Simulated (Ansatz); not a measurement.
**CH4STe: one structure at several levels**

The atoms stand at a structure displaced at random from a GFN2-xTB minimum. How far do the functionals agree with CCSD(T) there?

Computed with Ansatz 0.2.0, Gaussian basis. Level: single points in def2-TZVPP.

Correlated methods freeze the cores. Filled d shells of the heavier atoms are correlated. Core potentials replace the inner electrons past krypton, and spin-orbit coupling is left out.

**1. The system as given**

7 atoms, charge 0, spin multiplicity 1.

Atoms are counted from 1 here; the program's logs count them from 0.

Bond lengths: C1–Te2 2.180 Å, C1–H4 1.099 Å, C1–H5 1.109 Å, C1–H6 1.095 Å, Te2–S3 2.386 Å, S3–H7 1.266 Å. Angles: Te2–C1–H4 111.0°, Te2–C1–H5 110.4°, Te2–C1–H6 106.2°, H4–C1–H5 112.0°, H4–C1–H6 105.3°, H5–C1–H6 111.5°, C1–Te2–S3 92.9°, Te2–S3–H7 99.0°.

Geometry (Å):

```xyz
7

C    -0.86450    0.59480   -0.31780
Te    0.39900    0.33060    1.43870
S     1.39760   -1.65580    0.57180
H    -1.46710   -0.30410   -0.50930
H    -0.25090    0.87960   -1.19680
H    -1.58570    1.37790   -0.06070
H     2.36850   -1.13450   -0.05070
```

**2. CCSD(T)/def2-TZVPP**

Input file run/in.yaml:

```yaml
crystal:
  periodic: [false, false, false]
  atoms:
    - {symbol: C, position_ang: [-0.864500, 0.594800, -0.317800]}
    - {symbol: Te, position_ang: [0.399000, 0.330600, 1.438700]}
    - {symbol: S, position_ang: [1.397600, -1.655800, 0.571800]}
    - {symbol: H, position_ang: [-1.467100, -0.304100, -0.509300]}
    - {symbol: H, position_ang: [-0.250900, 0.879600, -1.196800]}
    - {symbol: H, position_ang: [-1.585700, 1.377900, -0.060700]}
    - {symbol: H, position_ang: [2.368500, -1.134500, -0.050700]}
basis:
  gaussian: {orbitals: def2-TZVPP}
correlation: {method: ccsd_t}
output: {forces: true}
```

The command line of these runs was not kept.

**3. PBE0-D4/def2-TZVPP**

run/in.yaml: that of step 2 with these lines changed.

```diff
@@ -12,3 +12,3 @@
   gaussian: {orbitals: def2-TZVPP}
-correlation: {method: ccsd_t}
-output: {forces: true}
+hamiltonian: {xc: pbe0, dispersion: d4}
+output: {forces: true, orbitals: {seedname: orbitals}}
```

**4. wB97M-V/def2-TZVPP**

run/in.yaml: that of step 3 with these lines changed.

```diff
@@ -12,3 +12,3 @@
   gaussian: {orbitals: def2-TZVPP}
-hamiltonian: {xc: pbe0, dispersion: d4}
-output: {forces: true, orbitals: {seedname: orbitals}}
+hamiltonian: {xc: {name: wB97M-V}}
+output: {forces: true}
```

**5. r2SCAN-D4/def2-TZVPP**

run/in.yaml: that of step 4 with these lines changed.

```diff
@@ -12,3 +12,3 @@
   gaussian: {orbitals: def2-TZVPP}
-hamiltonian: {xc: {name: wB97M-V}}
+hamiltonian: {xc: r2scan, dispersion: d4}
 output: {forces: true}
```

**6. PBE-D4/def2-TZVPP**

run/in.yaml: that of step 5 with these lines changed.

```diff
@@ -12,3 +12,3 @@
   gaussian: {orbitals: def2-TZVPP}
-hamiltonian: {xc: r2scan, dispersion: d4}
+hamiltonian: {xc: pbe, dispersion: d4}
 output: {forces: true}
```

**7. CAM-B3LYP-D4/def2-TZVPP**

run/in.yaml: that of step 6 with these lines changed.

```diff
@@ -12,3 +12,3 @@
   gaussian: {orbitals: def2-TZVPP}
-hamiltonian: {xc: pbe, dispersion: d4}
+hamiltonian: {xc: {name: CAM-B3LYP}, dispersion: d4}
 output: {forces: true}
```

**8. revPBE-D4/def2-TZVPP**

run/in.yaml: that of step 7 with these lines changed.

```diff
@@ -12,3 +12,3 @@
   gaussian: {orbitals: def2-TZVPP}
-hamiltonian: {xc: {name: CAM-B3LYP}, dispersion: d4}
+hamiltonian: {xc: {name: revPBE}, dispersion: d4}
 output: {forces: true}
```

(Steps that only read results are left out.)

What does the calculation give? Wanted: energy less free atoms, CCSD(T)/def2-TZVPP; RMS force component; RMS force error; HOMO and LUMO, PBE0-D4; T1 diagnostic.

**Answer**, as computed:

```
                                  quantity                                                                                                  value
energy less free atoms, CCSD(T)/def2-TZVPP                                                                                        -495.4 kcal/mol
                       RMS force component                                                                   0.794 to 0.887 eV/Å over the methods
                           RMS force error  PBE0-D4 0.076, wB97M-V 0.076, r2SCAN-D4 0.061, PBE-D4 0.166, CAM-B3LYP-D4 0.050, revPBE-D4 0.188 eV/Å
                    HOMO and LUMO, PBE0-D4                                                                                     -6.29 and -1.56 eV
                             T1 diagnostic                                                                                                  0.011
```

In words: Against CCSD(T) the functionals' energies less atoms differ by -25.8 to -12.2 kcal/mol, PBE-D4 by -25.8 kcal/mol. The reference is not at the basis limit: in triple zeta CCSD(T) underbinds, which counts against methods that bind more; the gaps are no ranking. The forces of CAM-B3LYP-D4 come nearest to CCSD(T), those of revPBE-D4 are farthest. Frozen-core CCSD(T) forces in triple zeta carry basis errors of their own, and this is one geometry, so small gaps rank nothing.
